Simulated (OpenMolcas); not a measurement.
# Ce³⁺ among point charges: CASSCF and CASPT2 levels and susceptibility

How does a field of 2 point charges split the states of Ce³⁺, and what χT follows?

The numbers are computed with OpenMolcas 26.06 (state-averaged CASSCF and CASPT2, spin-orbit coupling by RASSI with atomic mean-field integrals), except any that are marked as measured or tabulated.

### Step 1. The atom as given

```
Species                           : Ce³⁺ (cerium, Z = 58, 55 electrons)
Basis                             : ANO-RCC-VDZP [7s6p4d2f1g], 68 functions
Scalar Hamiltonian                : DKH2, point nucleus
Inactive shells                   : 1s 2s 2p 3s 3p 3d 4s 4p 4d 5s 5p
Active space                      : 1 electron in 7 orbitals (4f)
Some configurations of this space : 4f
Orbitals                          : optimised for the highest spin of each parity, averaged over all roots
```

Outer shells as boxes (Hund's rule):

4f
```
4f [↑ ][  ][  ][  ][  ][  ][  ]
```

The ion sits among 2 point charges of -1.5 e arranged as a linear pair (D∞h), 2.57 Å from the ion.

The work runs as a chain of OpenMolcas steps in one folder; each step below is one input file. Labels, J, g values, rates, χT and fits are worked out afterwards by a script from the matrices that RASSI stores. The input lists half of the charges; inversion (Group=XYZ) makes the rest.

### Step 2. Basis and integrals

Contents of a.inp:

```
&GATEWAY
Coord
1

Ce 0.0 0.0 0.0
Basis=ANO-RCC-VDZP
Group=XYZ
NoMove
AngMom=0.0 0.0 0.0
AMFI
XField
1 Angstrom 0
0.000000 0.000000 2.570000 -1.500000
&SEWARD
```

The run is started by

```sh
OMP_NUM_THREADS=1 MOLCAS_MEM=2252 MOLCAS_PROJECT=a pymolcas a.inp > a.log
```

### Step 3. Reference wave functions, doublets of odd parity, 7 roots

Contents of a.inp:

```
&RASSCF
FileOrb=start.orb
Symmetry=2
Spin=2
nActEl=1 0 0
Inactive=15 12
Ras2=0 7
CIRoot=7 7 1
SDav=7
CIMx=300
Iter=120 100
PrWF=0.3
OrbListing=Nothing
MaxOrb=0
>>> COPY $Project.JobIph JOB001
```

start.orb holds the contracted functions of the basis, ordered by shell, or the orbitals of the step before.

### Step 4. RASSI: spin-orbit coupling between the states

Contents of a.inp:

```
&RASSI
NrOfJobIphs=1 7
1 2 3 4 5 6 7
IphNames
JOB001
EJob
SpinOrbit
DIPRint=1.0
SOCoupling=1000.0
Subsets=2
Property=9
'ANGMOM' 1 'ANGMOM' 2 'ANGMOM' 3 'MLTPL  1' 1 'MLTPL  1' 2 'MLTPL  1' 3
'AMFI' 1 'AMFI' 2 'AMFI' 3
SOProperty=3
'ANGMOM' 1 'ANGMOM' 2 'ANGMOM' 3
```

### Step 5. CASPT2: IPEA 0.25, imaginary shift 0.1 (closed shells correlated: 5s 5p)

Contents of a.inp:

```
>>> COPY JOB001 $Project.JobIph
&CASPT2
Multistate=7 1 2 3 4 5 6 7
NoMult
Frozen=14 9
IPEA=0.25
Imaginary=0.1
MaxIter=60
WThr=0.0 0.3 0.05
PrWF=0.5
NoMix
```

(Steps that only read results are left out.)

**Question.** What will these runs give? Wanted: spin-free ground state; first state of the same spin within the active space; lowest level; next level.

**Answer**, as computed:

| quantity | value |
| --- | --- |
| method | SS-CASPT2, IPEA 0.25, imaginary shift 0.1 (closed shells correlated: 5s 5p) |
| spin-free ground state | 2Phi, 2-fold in its orbital part |
| first state of the same spin within the active space | 2Delta at 1370 cm⁻¹ |
| lowest level | 2-fold, g = 0.00, 0.00, 4.12 |
| next level | 1457.5 cm⁻¹ |
| χT at 300 K | 0.63 cm³ K/mol |
| effective moment at 300 K | 2.24 μB |

Cost by method:

```csv
method,time of its own steps,time with the reference
A. CASSCF,3.4 s,3.4 s
"B. SS-CASPT2, IPEA 0.25, imaginary shift 0.1, +5s 5p",2 s,5.4 s
```

Times are of one thread on a shared host.

What this shows: The spin-free ground state (2Phi) comes to 100 % from free-ion F terms and keeps the highest spin of the shell. Point charges carry no covalency, so the field is a model and not that of real ligands.
